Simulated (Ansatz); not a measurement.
# C2H4GeN: geometry optimisation

What geometry does C2H4GeN take? Wanted for C2H4GeN: a geometry optimisation.

Computed with Ansatz 0.2.0, driven from Python. Level of theory: CAM-B3LYP/def2-SVP.

## 1. Starting point

Bond lengths: C1–Ge2 1.890 Å, Ge2–C3 1.870 Å, C3–N4 1.250 Å, C1–H5 1.156 Å, C1–H6 1.129 Å, C1–H7 1.100 Å, Ge2–H8 1.508 Å. Angles: C1–Ge2–C3 107.7°, C1–Ge2–H8 110.3°, C3–Ge2–H8 108.4°, Ge2–C1–H5 110.6°, Ge2–C1–H6 113.3°, Ge2–C1–H7 112.8°, H5–C1–H6 105.1°, H5–C1–H7 106.3°, H6–C1–H7 108.4°, Ge2–C3–N4 176.9°.

The script holds or builds the structure itself.

## 2. Script

Input file opt.py:

```python
"""Geometry optimisation of C2H4GeN."""

import itertools
import logging
import sys

import ansatz as az
from ase import Atoms
from ase.data import atomic_numbers, covalent_radii
import numpy as np

logging.basicConfig(stream=sys.stdout, format="[%(levelname)s] %(message)s")
log = logging.getLogger("calc")
log.setLevel(logging.INFO)

BASIS_SET = "def2-SVP"
FUNCTIONAL = "cam_b3lyp"

atoms = Atoms(["C", "Ge", "C", "N", "H", "H", "H", "H"], positions=[
    [-0.6754, 0.865, -0.3538],
    [-0.0887, -0.4406, 0.8811],
    [1.609, -1.0098, 0.3426],
    [2.7708, -1.3509, 0.0315],
    [-1.7341, 1.2385, -0.078],
    [-0.0301, 1.7913, -0.3635],
    [-0.743, 0.4788, -1.3819],
    [-1.0162, -1.6296, 0.8663],
])
system = az.Crystal.molecule_from_ase(atoms)

job = (
    system.calculation()
    .basis(gaussian=BASIS_SET)
    .functional(FUNCTIONAL)
    .spin("collinear", total=1)
)
symbols = [site.symbol for site in system.cartesian_sites]
start = np.array([site.position_ang for site in system.cartesian_sites], dtype=float)
def progress(event):
    if event["event"] == "relax_step":
        row = event["data"]
        log.info(f"step {row['step']:3d}  E = {row['lagrangian_ev']:.6f} eV  largest force component {row['allowed_force_max_ev_ang']:.4f} eV/A")


r = job.relax(force_tolerance=0.01).session().plan().execute(on_event=progress).report
end = np.array(r["positions_ang"])

log.info("reference energy %16.6f eV" % r["reference_energy_ev"])
log.info("total energy     %16.6f eV" % r["free_energy_ev"])
print("occupied orbitals outside the frozen core (up, down):", r["n_occupied"], " frozen:", r["n_frozen"], " virtual:", r["n_virtual"])

# pairs closer than 1.2 times the sum of covalent radii, before or after
radius = [covalent_radii[atomic_numbers[s]] for s in symbols]
span = lambda where, i, j: np.linalg.norm(where[i] - where[j])
bonded = [(i, j) for i, j in itertools.combinations(range(len(symbols)), 2) if min(span(start, i, j), span(end, i, j)) < 1.2 * (radius[i] + radius[j])]
log.info("pair        before    after (A)")
for i, j in bonded:
    print(f"{symbols[i]}{i}-{symbols[j]}{j}".ljust(10), f"{span(start, i, j):8.4f} {span(end, i, j):8.4f}")
for first, second in list(itertools.combinations(bonded, 2)):
    shared = set(first) & set(second)
    if shared and symbols[(j := shared.pop())] != "H":
        i, k = sorted((set(first) | set(second)) - {j})
        u, v = end[i] - end[j], end[k] - end[j]
        angle = np.degrees(np.arccos(np.clip(u @ v / np.linalg.norm(u) / np.linalg.norm(v), -1, 1)))
        log.info(f"final angle {symbols[i]}{i}-{symbols[j]}{j}-{symbols[k]}{k}: {angle:.2f} deg")
with open("c2h4gen_opt.xyz", "w") as handle:
    handle.write(f"{len(symbols)}\nrelaxed C2H4GeN\n")
    handle.writelines(f"{s:2s} {x:11.6f} {y:11.6f} {z:11.6f}\n" for s, (x, y, z) in zip(symbols, end))
```

## 3. The input behind the calls

The package turns the script's settings into the engine's input:

```yaml
crystal:
  periodic: [false, false, false]
  atoms:
    - { symbol: C, position_ang: [-0.6754, 0.865, -0.3538] }
    - { symbol: Ge, position_ang: [-0.0887, -0.4406, 0.8811] }
    - { symbol: C, position_ang: [1.609, -1.0098, 0.3426] }
    - { symbol: "N", position_ang: [2.7708, -1.3509, 0.0315] }
    - { symbol: H, position_ang: [-1.7341, 1.2385, -0.078] }
    - { symbol: H, position_ang: [-0.0301, 1.7913, -0.3635] }
    - { symbol: H, position_ang: [-0.743, 0.4788, -1.3819] }
    - { symbol: H, position_ang: [-1.0162, -1.6296, 0.8663] }
basis:
  gaussian:
    orbitals: def2-SVP
hamiltonian:
  xc: cam_b3lyp
magnetization:
  spin_polarized: true
  initial_magnetization: 1.0
relax:
  f_tol: 0.01
```

## 4. Running it

Launch:

```
$ python opt.py
```

**Question.** What results will this script give? Wanted: total energy; dipole moment; <S²> of the mean field; moves of the relaxation; energy gained; last largest force component.

The runs gave:

```
                           quantity           value
                       total energy  -60137.3058 eV
                      dipole moment          4.15 D
<S²> of the mean field (pure state)    0.753 (0.75)
            moves of the relaxation               4
                      energy gained        0.608 eV
       last largest force component     0.0089 eV/Å
```

In words: The relaxation took 4 moves; the largest shift is 0.094 Å, of atom 8 (H). Notes:
- The end point is the stationary point reached from this start; no frequency run checks that it is a minimum, and the basis set is modest.
- The species is open-shell (spin multiplicity 2).
